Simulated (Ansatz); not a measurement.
# C3H7NO2Si: two geometries relaxed

All numbers below are computed with Ansatz 0.2.0 (RKS B3LYP-D4/def2-SVP).

**1. Starting point**

Bond lengths: N1–Si2 1.698 Å, Si2–C3 1.888 Å, C3–C4 1.428 Å, C4–C5 1.372 Å, C5–O6 1.359 Å, Si2–O7 1.659 Å, C5–O7 1.418 Å, N1–H8 0.996 Å, N1–H9 1.096 Å, Si2–H10 1.485 Å, C3–H11 1.099 Å, C3–H12 1.102 Å, C4–H13 1.102 Å, O6–H14 0.986 Å. Angles (14 of 23 angles, heavy atoms first): N1–Si2–C3 112.8°, N1–Si2–O7 108.6°, C3–Si2–O7 96.4°, Si2–C3–C4 101.4°, C3–C4–C5 117.0°, C4–C5–O6 125.4°, C4–C5–O7 116.3°, O6–C5–O7 118.3°, Si2–O7–C5 108.8°, N1–Si2–H10 109.4°, C3–Si2–H10 116.9°, O7–Si2–H10 112.0°, Si2–N1–H8 106.4°, Si2–N1–H9 107.2°.

Structure file:

```xyz
14

N     0.1736    0.2810    2.3325
Si    0.7008    0.5867    0.7478
C     1.0191   -0.9935   -0.2350
C     0.0200   -0.9009   -1.2509
C    -0.8489    0.1580   -1.1740
O    -1.8871    0.3874   -2.0210
O    -0.5953    1.1049   -0.1494
H    -0.6929   -0.2027    2.2513
H    -0.1499    1.2379    2.7570
H     1.7947    1.5912    0.7774
H     2.0226   -0.9748   -0.6821
H     0.9689   -1.8856    0.4098
H    -0.2361   -1.6455   -2.0221
H    -2.3027    1.2267   -1.7125
```

**2. Relaxing end A**

File input.yaml:

```yaml
crystal:
  periodic: [false, false, false]
  atoms:
    - { symbol: "N", position_ang: [0.1736, 0.281, 2.3325] }
    - { symbol: Si, position_ang: [0.7008, 0.5867, 0.7478] }
    - { symbol: C, position_ang: [1.0191, -0.9935, -0.235] }
    - { symbol: C, position_ang: [0.02, -0.9009, -1.2509] }
    - { symbol: C, position_ang: [-0.8489, 0.158, -1.174] }
    - { symbol: O, position_ang: [-1.8871, 0.3874, -2.021] }
    - { symbol: O, position_ang: [-0.5953, 1.1049, -0.1494] }
    - { symbol: H, position_ang: [-0.6929, -0.2027, 2.2513] }
    - { symbol: H, position_ang: [-0.1499, 1.2379, 2.757] }
    - { symbol: H, position_ang: [1.7947, 1.5912, 0.7774] }
    - { symbol: H, position_ang: [2.0226, -0.9748, -0.6821] }
    - { symbol: H, position_ang: [0.9689, -1.8856, 0.4098] }
    - { symbol: H, position_ang: [-0.2361, -1.6455, -2.0221] }
    - { symbol: H, position_ang: [-2.3027, 1.2267, -1.7125] }
basis:
  gaussian: { orbitals: def2-SVP }
hamiltonian:
  xc: b3lyp
  dispersion: d4
relax:
  f_tol: 0.015
  max_steps: 40
output:
  orbitals: {}
```

The run is started by

```
$ ansatz run input.yaml --threads 2 --pin off --max-ram 3072MiB --backend cpu --events-out ev --progress --plain --runs-dir out
```

What time and memory should one allow on 2 threads of Intel Xeon 6975P-C (Granite Rapids), shared host?

About 32 s, with a peak of 0.42 GiB.
